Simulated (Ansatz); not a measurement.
InRh:

```
In Rh
1.0
     3.19600    0.00000    0.00000
     0.00000    3.19600    0.00000
     0.00000    0.00000    3.19600
In Rh
1 1
Direct
  0.50000 0.50000 0.50000
  0.00000 0.00000 0.00000
```

| Quantity | Value |
| --- | --- |
| Program | Ansatz 0.2.0 |
| Task | relaxation of cell and atoms |
| Functional | PBE |
| Potentials or basis | Ansatz PAW |
| Cutoff | 420 eV (not typed: the program's choice for these potentials) |
| k mesh | 8 × 8 × 8 |
| Occupations | fermi-dirac, width 0.05 eV |
| Spin | no spin polarisation |

At the start: volume 16.32 Å³/atom.

Task: Where does the relaxation end?

Result: It ends after 6 steps and the volume is 16.96 Å³/atom (+3.9 %); space group Pm-3m (No. 221, to 0.05 Å).

Step by step:
| step | energy change (eV) | largest force (eV/Å) | volume (Å³) |
| --- | --- | --- | --- |
| 1 | 0.0000 | 0.0000 | 32.65 |
| 2 | -0.0230 | 0.0000 | 34.06 |
| 3 | -0.0233 | 0.0000 | 33.93 |
| 4 | -0.0241 | 0.0000 | 33.93 |
| 5 | -0.0241 | 0.0000 | 33.91 |
| 6 | -0.0241 | 0.0000 | 33.91 |

Final structure:
```cif
data_structure
_symmetry_space_group_name_H-M 'P 1'
_symmetry_Int_Tables_number 1
_cell_length_a 3.2368
_cell_length_b 3.2368
_cell_length_c 3.2368
_cell_angle_alpha 90.000
_cell_angle_beta 90.000
_cell_angle_gamma 90.000
_cell_volume 33.91
loop_
_atom_site_label
_atom_site_type_symbol
_atom_site_fract_x
_atom_site_fract_y
_atom_site_fract_z
_atom_site_occupancy
In1 In 0.50000 0.50000 0.50000 1
Rh1 Rh 0.00000 0.00000 0.00000 1
```

Caveat: the plane-wave basis is chosen anew once the cell has moved, so the energies of steps on either side of that aren't comparable.
